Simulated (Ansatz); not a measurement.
# InAs, space group F-43m: a convergence test of the plane-wave cutoff

Computed with the Ansatz DFT code, driven from Python.

Notebook, run cell by cell (the value of a cell's last expression is shown):

In [1]:
```python
import csv
import warnings

import ansatz as az
from ase import Atoms
```

In [2]:
```python
SETTINGS = {
    "functional": "pbe",
    "kgrid": (6, 6, 6),
    "occupations": "cold",
    "sigma": 0.02,
}
```

In [3]:
```python
warnings.simplefilter("ignore", az.DeckWarning)

atoms = Atoms(
    ["In", "As"],
    scaled_positions=[
        (0.0, 0.0, 0.0),
        (0.25, 0.25, 0.25),
    ],
    cell=[
        (0.0, 3.018, 3.018),
        (3.018, 0.0, 3.018),
        (3.018, 3.018, 0.0),
    ],
    pbc=True,
)
xtal = az.Crystal.from_ase(atoms)
```

In [4]:
```python
calc = (
    xtal.calculation()
    .functional(SETTINGS["functional"])
    .kpoints(*SETTINGS["kgrid"])
    .occupations(SETTINGS["occupations"], width=SETTINGS["sigma"])
)
```

In [5]:
```python
rows = []
for value in [250, 325, 400, 475]:
    rep = calc.basis(value).run(threads=1).report
    rows.append((value, rep["free_energy_ev"] / len(rep["lattice"]["sites"]), rep["n_iterations"], rep["n_pw"]))
```

In [6]:
```python
with open("ecut.csv", "w", newline="") as handle:
    writer = csv.writer(handle)
    writer.writerow(["cutoff (eV)", "F/atom (eV)", "iterations", "plane waves"])
    writer.writerows([round(v, 5) if isinstance(v, float) else v for v in row] for row in rows)
```

In [7]:
```python
# differences from the last row
for row in rows[:-1]:
    shift = 1000 * (row[1] - rows[-1][1])
    print(f"{row[0]}: {shift:+.2f} meV/atom" + ("  (within 1 meV)" if abs(shift) < 1 else ""))
```
```text
250: +822.02 meV/atom
325: +17.01 meV/atom
400: +1.33 meV/atom
```

File `ecut.csv` afterwards:
```csv
cutoff (eV),F/atom (eV),iterations,plane waves
250,-5226.37759,6,531
325,-5227.1826,6,725
400,-5227.19828,5,965
475,-5227.19961,6,1291
```

Cold and Methfessel-Paxton smearing aren't meant for a gap as narrow as their width. The gap on the mesh is very small: such values hang on mesh and functional, which can close or open them. Of the deposited cell: the entry's cell lengths or inner coordinates differ somewhat from later room-temperature determinations. The starting cell is as deposited in a crystallographic database; the results hold for this polymorph, which needn't be the stable one. Shifts are counted from the last row, which is itself no proven limit. The script silences the warnings on its input, which a real study should read. It ran for 3.8 s on 1 thread of Arm Neoverse V2, on a shared host, peak memory 0.39 GiB.
